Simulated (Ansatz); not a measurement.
# BCCD(T)/STO-3G run of AsH3 (arsine)

What is the vertical singlet–triplet gap of AsH3 (arsine) at BCCD(T)/STO-3G? 

Program for the calculation: Ansatz 0.2.0.

29 further runs of the same task are left out: 1 that didn't finish, 28 set aside as unsound or not needed.

**1. Starting point**

The species is AsH3 (4 atoms), meant as a singlet with charge 0. As SMILES, `[AsH3]`. Geometry: relaxed at PBE0-D4/def2-TZVP.

Bond lengths: As1–H2 1.522 Å, As1–H3 1.522 Å, As1–H4 1.522 Å. Angles: H2–As1–H3 92.0°, H2–As1–H4 92.0°, H3–As1–H4 92.0°.

**2. A single-point energy at BCCD(T)/STO-3G**

File run.yaml:

```yaml
crystal:
  periodic: [false, false, false]
  atoms:
    - {symbol: As, position_ang: [-0.215800, 0.487600, -0.346000]}
    - {symbol: H, position_ang: [0.349900, 0.630300, 1.059400]}
    - {symbol: H, position_ang: [-1.068000, -0.705500, 0.061100]}
    - {symbol: H, position_ang: [0.933900, -0.412500, -0.774500]}
basis:
  gaussian:
    orbitals: STO-3G
correlation:
  method: bccd_t
  frozen_orbitals: {As: 9, H: 0}
accuracy: high
scf:
  omitted_lower_state_checks: [cluster_reference, increment]
```

On the command line:

```bash
$ ansatz run run.yaml --threads 1 --pin off --max-ram 2610MiB --events-out events.jsonl --progress --plain --runs-dir runs
```

Standard output, cut to the lines that bear on the results:

```text
Warning: RAYON_NUM_THREADS=1 ignored (pool sized by the plan → 1); use --threads N
Functional definition: HF
  name "HF"
[...]
262 factors; integrals over basis functions are off by at most 1.8e-8 eV
[...]
mean field -60164.59239043 eV, -2211.0079893230 hartree, gradient 1.3e-8 eV, S^2 0.000000; 0 other end points of the search recorded, 0 dependent functions left out
9 core orbitals not correlated: weight in the atoms' cores, before any rotation towards them, 1.000 or more for the frozen orbitals, at most 0.000 for the correlated occupied ones
reference -60164.59239043 eV, -2211.0079893230 hartree; 9, 9 occupied and 3, 3 virtual orbitals, 262 factors
second order -1.08061574 eV of doubles, -0.00000000 eV of singles
cycle   1  -1.43662242 eV  change   -3.6e-1 eV  update   5.2e-2
[...]
cycle  15  -1.64321919 eV  change  -6.4e-10 eV  update   1.3e-9
perturbative correction -0.00326401 eV, -0.0001199502 hartree
Total energy: -60166.23887364 eV, -2211.0684964646 hartree
Checks for a lower state left out: cluster_reference, increment
```

It took 0.18 s on 1 thread of Intel Xeon Platinum 8488C (Sapphire Rapids), shared host.

**3. The triplet, same level**

File run.yaml:

```yaml
basis:
  gaussian:
    orbitals: STO-3G
crystal:
  periodic: [false, false, false]
  atoms:
    - {symbol: As, position_ang: [-0.215800, 0.487600, -0.346000]}
    - {symbol: H, position_ang: [0.349900, 0.630300, 1.059400]}
    - {symbol: H, position_ang: [-1.068000, -0.705500, 0.061100]}
    - {symbol: H, position_ang: [0.933900, -0.412500, -0.774500]}
scf:
  omitted_lower_state_checks: [cluster_reference, increment]
magnetization:
  spin_polarized: true
  initial_magnetization: 2
accuracy: high
correlation:
  method: bccd_t
  frozen_orbitals: {As: 9, H: 0}
```

On the command line:

```bash
$ ansatz run run.yaml --threads 1 --pin off --max-ram 2610MiB --events-out events.jsonl --progress --plain --runs-dir runs
```

Standard output, cut to the lines that bear on the results:

```text
Warning: RAYON_NUM_THREADS=1 ignored (pool sized by the plan → 1); use --threads N
[... 2 set-up lines as earlier in the session ...]
[...]
262 factors; integrals over basis functions are off by at most 1.8e-8 eV
[...]
mean field -60155.88441524 eV, -2210.6879771372 hartree, gradient 2.4e-8 eV, S^2 2.013033; 7 other end points of the search recorded, 0 dependent functions left out
9 core orbitals not correlated: weight in the atoms' cores, before any rotation towards them, 1.000 or more for the frozen orbitals, at most 0.000 for the correlated occupied ones
reference -60155.88441524 eV, -2210.6879771372 hartree; 10, 8 occupied and 2, 4 virtual orbitals, 262 factors
second order -0.77276977 eV of doubles, -0.00000000 eV of singles
cycle   1  -1.07095288 eV  change   -3.0e-1 eV  update   5.5e-2
[...]
cycle  33  -1.34694266 eV  change   9.0e-11 eV  update   1.3e-9
perturbative correction -0.02237928 eV, -0.0008224233 hartree
Total energy: -60157.25373718 eV, -2210.7382987902 hartree
Checks for a lower state left out: cluster_reference, increment
```

Run time: 0.48 s. Hardware: 1 thread of Intel Xeon Platinum 8488C (Sapphire Rapids), shared host.

**4. Outcome**

Level: BCCD(T)/STO-3G, 9 core orbitals frozen.

| quantity | value |
| --- | --- |
| singlet: total energy | -2211.06850 Eh |
| singlet: correlation energy (9 core orbitals frozen) | -60.5 mEh |
| singlet: (T) correction | -0.12 mEh |
| triplet: total energy | -2210.73830 Eh |
| triplet: correlation energy (9 core orbitals frozen) | -50.3 mEh |
| triplet: (T) correction | -0.82 mEh |
| triplet: ⟨S²⟩ of the reference determinant | 2.013 |
| vertical energy of the triplet above the singlet | 8.985 eV |

What this shows: At this shape the triplet lies 8.99 eV (207 kcal/mol) above the singlet. In a minimal basis such a difference can be off by several eV, whatever the method. The triples (singlet) make up 0.2 % of the correlation energy. The triples (triplet) make up 1.6 % of the correlation energy.
